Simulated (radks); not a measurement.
**Dipole-allowed lines with 12 electrons: Co¹⁵⁺, Ni¹⁶⁺, Cu¹⁷⁺, Zn¹⁸⁺, Ga¹⁹⁺, Ge²⁰⁺**

One table from this session's results is given with a row withheld; the runs are named, their logs left out.

Program: radks (a radial shooting solver on a logarithmic mesh, Libxc functionals) version 1. Level of theory: scalar-relativistic Kohn-Sham, exchange-only LDA, spin-unpolarised, spherical densities, finite nucleus. These are calculated values, not measurements, unless marked.

## The system

| Property | Result |
| --- | --- |
| species | Co¹⁵⁺ ([Ne] 3s2), Ni¹⁶⁺ ([Ne] 3s2), Cu¹⁷⁺ ([Ne] 3s2), Zn¹⁸⁺ ([Ne] 3s2), Ga¹⁹⁺ ([Ne] 3s2), Ge²⁰⁺ ([Ne] 3s2) |

Set-up of the first run:

Settings of this run:

```text
Z 27
configuration [Ne] 3s2 3p0 4s0 3d0 4f0
relativity scalar-relativistic
functional lda,
spin unpolarised
nucleus finite rms 3.7875 fm
c 137.035999084
response adiabatic LDA kernel, real frequencies
```

Launch:

```bash
> python run_ks.py task.json out
```

All runs below come from this command, one after another.

Steps of the session up to this table: Co¹⁵⁺, [Ne] 3s2; Ni¹⁶⁺, [Ne] 3s2; Cu¹⁷⁺, [Ne] 3s2; Zn¹⁸⁺, [Ne] 3s2; Ga¹⁹⁺, [Ne] 3s2; Ge²⁰⁺, [Ne] 3s2.

One table of the session follows, with a row left open; its other results are not shown here.

```
species  −ε(HOMO) (eV)  first line (eV)  strongest line (eV)  static α (bohr³)
  Co¹⁵⁺         494.17           46.946               46.946            0.2590
  Ni¹⁶⁺              ?                ?                    ?                 ?
  Cu¹⁷⁺         613.05           53.170               53.170            0.1888
  Zn¹⁸⁺         677.24           56.398               56.398            0.1628
  Ga¹⁹⁺         744.62           59.714               59.714            0.1412
  Ge²⁰⁺         815.20           63.127               63.127            0.1231
```

**Question.** Estimate the row for Ni¹⁶⁺.

The run gave: −ε(HOMO) (eV): 552.03; first line (eV): 50.019; strongest line (eV): 50.019; static α (bohr³): 0.2203. In the column «−ε(HOMO) (eV)» it lies between Co¹⁵⁺ (494.17) and Cu¹⁷⁺ (613.05).

Very weak lines can be missed, and lines above minus the highest eigenvalue dissolve into this model's continuum.
